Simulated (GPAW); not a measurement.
BiTe in GPAW: convergence with density grid spacing (A)

Input of the first run (density grid spacing (A) 0.24); the others differ in this setting and in those tied to it:

The input run.py:

```python
from ase import Atoms
from ase.dft.bandgap import bandgap
from ase.io import write
from ase.units import GPa
from gpaw import GPAW, PW

atoms = Atoms(['Bi', 'Te'],
              cell=[[0.0, 3.235, 3.235],
                    [3.235, 0.0, 3.235],
                    [3.235, 3.235, 0.0]],
              scaled_positions=[[0.0, 0.0, 0.0],
                                [0.5, 0.5, 0.5]],
              pbc=True)

calc = GPAW(mode=PW(600),
            h=0.24,
            xc='RPBE',
            kpts={'size': (7, 7, 7), 'gamma': True},
            occupations={'name': 'fermi-dirac', 'width': 0.05},
            nbands=20,
            convergence={'density': 1e-05, 'energy': 1e-05},
            maxiter=100,
            txt='gpaw.txt')
atoms.calc = calc
energy = atoms.get_potential_energy()
forces = atoms.get_forces()
stress = atoms.get_stress()
calc.write('gs.gpw')
write('result.traj', atoms)
print(f'Energy: {energy:.6f} eV')
print('Forces (eV/A):')
print(forces.round(4))
print('Stress (GPa):', (stress / GPa).round(3))
print('Fermi level:', round(calc.get_fermi_level(), 4), 'eV')
print(f'Gap: {bandgap(calc)[0]:.4f} eV, direct: {bandgap(calc, direct=True)[0]:.4f} eV')
```

Potentials or basis: the program's PAW data sets (release 1.2.1) made for this functional, pw.

Launch:

```sh
$ OMP_NUM_THREADS=1 python run.py
```

Hardware: 1 thread of Arm Neoverse V1 (shared host).

```tsv
density grid spacing (A)	energy less the tightest run, at zero smearing (meV/atom)	SCF cycles	CPU time (s)	peak memory (GiB)
0.24	-0.43	9	11	0.16
0.2	-0.11	9	16	0.16
0.17	-0.07	9	20	0.17
0.15	-0.03	9	21	0.19
0.13	-0.02	9	36	0.2
0.11	-0.01	9	57	0.24
0.09	0.00	9	110	0.36
```

Against the tightest run, the energy stays within 1 meV/atom from 0.24 on. The tightest run that finished is the yardstick and may itself not be fully converged.

Caveat, for the tightest run too: spin-orbit coupling is left out, which moves the levels of the heavy elements.
